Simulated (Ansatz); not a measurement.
# NaSe (quartet): B2PLYP, RPA-PBE over vertical spin and charge gaps, cc-pVDZ

Aim: run NaSe (quartet) with these functionals over vertical spin and charge gaps, and hold them against the top wave-function level at the same points.

Program: Ansatz 0.2.0, Gaussian basis. Level of theory: cc-pVDZ, all electrons in the functionals, frozen cores in the correlation of double hybrids and RPA. These are calculated values, not measurements.

Plan: B2PLYP, RPA-PBE, at charge 0, quartet; charge 0, doublet; charge 0, sextet; charge 1, triplet; charge 1, quintet.

29 further runs of the same task are left out: 14 for a known fault of the program, 7 that didn't finish, 8 set aside as unsound or not needed. Runs told in other sessions of the task aren't counted.

## (1) The geometry

The geometry is a PBE0/def2-TZVP stationary point (not a proven minimum). No spin-orbit coupling is included. The filled d shell of Se may be among the frozen orbitals whatever the setting's name suggests.

2 atoms, charge 0, spin multiplicity 4.

Atoms are counted from 1 here; the program's logs count them from 0.

No contacts short enough for the rule that draws bonds.

No dispersion term is added.

The geometry shown and the zero of energy belong to the point charge 0, quartet. The yardstick, FCI, and other wave-function levels (R restricted, U unrestricted, valence and pair active spaces) come from earlier runs.

## (2) B2PLYP, charge 0, quartet

The input, in.yaml:

```yaml
crystal:
  periodic: [false, false, false]
  atoms:
    - {symbol: Se, position_ang: [0.000000, 0.000000, 0.000000]}
    - {symbol: Na, position_ang: [0.000000, 0.000000, 3.655800]}
basis:
  gaussian: {orbitals: cc-pVDZ}
magnetization: {spin_polarized: true, initial_magnetization: 3}
hamiltonian: {xc: {name: B2PLYP}}
correlation: {electrons: outside_noble_gas}
```

The run is started by

```console
$ ansatz run in.yaml --threads 1 --pin off --events-out ev --progress --plain --max-ram 2393MiB
```

The runs that follow: B2PLYP, charge 0, doublet; B2PLYP, charge 0, sextet; B2PLYP, charge 1, triplet; B2PLYP, charge 1, quintet; RPA-PBE, charge 0, quartet; RPA-PBE, charge 0, doublet; RPA-PBE, charge 0, sextet; RPA-PBE, charge 1, triplet; RPA-PBE, charge 1, quintet.

**Question.** What will the summary of the whole plan be? Wanted: quartet to doublet, FCI; quartet to sextet, FCI; ionisation to the triplet cation, FCI; ionisation to the quintet cation, FCI; largest miss, B2PLYP; largest miss, RPA-PBE.

The runs gave:

| quantity | value |
| --- | --- |
| quartet to doublet, FCI | -98.5 kJ/mol |
| quartet to sextet, FCI | 614.7 kJ/mol |
| ionisation to the triplet cation, FCI | 437.7 kJ/mol |
| ionisation to the quintet cation, FCI | 867.6 kJ/mol |
| largest miss, B2PLYP | +49.2 kJ/mol (quartet to sextet) |
| largest miss, RPA-PBE | +45.2 kJ/mol (ionisation to the quintet cation) |

Of the functionals, RPA-PBE keep the smallest largest miss at the points compared (at most 45.2 kJ/mol) and B2PLYP strays most (49.2 kJ/mol, at quartet to sextet). Functionals and the yardstick converge differently with the basis, so part of each miss in cc-pVDZ is the basis.
